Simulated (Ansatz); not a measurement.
**CdAg: pressure up to the limit of the methods**

One table from this session's results is given with a row withheld; the runs are named, their logs left out.

Method: DFT PBEsol, with the methods named in each step, in Ansatz 0.2.0.

1 further run of the same task is left out (it didn't finish).

## The structure to begin with

The structure is hexagonal, space group P-6m2 (No. 187). The conventional cell has a = 3.050 Å, b = 3.050 Å, c = 4.705 Å, α = 90.00°, β = 90.00°, γ = 120.00°. Cd (site symmetry -6m2) has 6 Ag at 2.94 Å and 6 Cd at 3.05 Å as nearest neighbours. Ag (site symmetry -6m2) has 6 Cd at 2.94 Å and 6 Ag at 3.05 Å as nearest neighbours.

Structure file:

```
Cd Ag
1.0
     4.70542    0.00000    0.00000
     0.00000    1.52563    2.64134
     0.00000   -1.52563    2.64134
Cd Ag
1 1
Direct
  0.50000 0.66671 0.66671
  0.00000 0.33329 0.33329
```

Whether this phase is the stable one at these pressures isn't tested.

Atoms are numbered in the order of the input: Cd1, Ag2.

Set-up of the first run:

input.yaml reads:

```yaml
crystal:
  lattice:
    - [4.7054157572, 0.0, 0.0]
    - [0.0, 1.5256317089, 2.6413425949]
    - [0.0, -1.5256317089, 2.6413425949]
  atoms:
    - { symbol: Cd, position: [0.5, 0.6667112707, 0.6667112707] }
    - { symbol: Ag, position: [0.0, 0.3332887293, 0.3332887293] }
kpoints:
  mp_grid: { grid: [8, 14, 14] }
  band_path:
    path:
      - [0.0, 0.0, 0.0]
      - [0.0, 0.5, 0.5]
      - [0.0, 0.66659541, 0.33340459]
      - [0.0, 0.33340459, -0.33340459]
      - [0.0, 0.0, 0.0]
      - [0.5, 0.0, 0.0]
      - [0.5, 0.33340459, -0.33340459]
      - [0.5, 0.66659541, 0.33340459]
      - [0.5, 0.5, 0.5]
    npoints: 14
scf:
  occupations: { method: fermi_dirac, width: 0.05 }
hamiltonian:
  xc: pbesol
  pseudopotentials: { kind: all_electron, lapw: { basis_error: 0.001 } }
output:
  forces: true
  stress: true
  eigenvalues: true
  populations: true
```

On the command line:

```
> ansatz run input.yaml --threads 1 --pin off --max-ram 2048MiB --backend cpu --events-out ev --progress --plain --runs-dir out
```

Among the steps run: The reference volume, LAPW; Volume scaled by 1, crystal datasets; Volume scaled by 0.75, LAPW; Volume scaled by 0.55, LAPW; Volume scaled by 0.45, LAPW; Volume scaled by 0.45, crystal datasets.

One of the session's tables, all rows but one given; the rest of the session is left out.

```
          method  volume over the first  volume (Å³/atom)  pressure (GPa)
            LAPW                      1            18.961           -3.42
            LAPW                   0.75            14.221           45.26
            LAPW                   0.55                 ?               ?
            LAPW                   0.45             8.533          552.94
             PAW                      1            18.961           -3.41
             PAW                   0.75            14.221           45.30
             PAW                   0.55            10.429          239.13
             PAW                   0.45             8.533          552.75
crystal datasets                      1            18.961           -3.42
crystal datasets                   0.45             8.533          552.94
```

Q: Estimate the row for LAPW, 0.55 from the others.

**Answer.** volume (Å³/atom): 10.429; pressure (GPa): 239.20.

Limits of these values: Warnings in the runs' records: gradients without spin orbit, crystal datasets made.
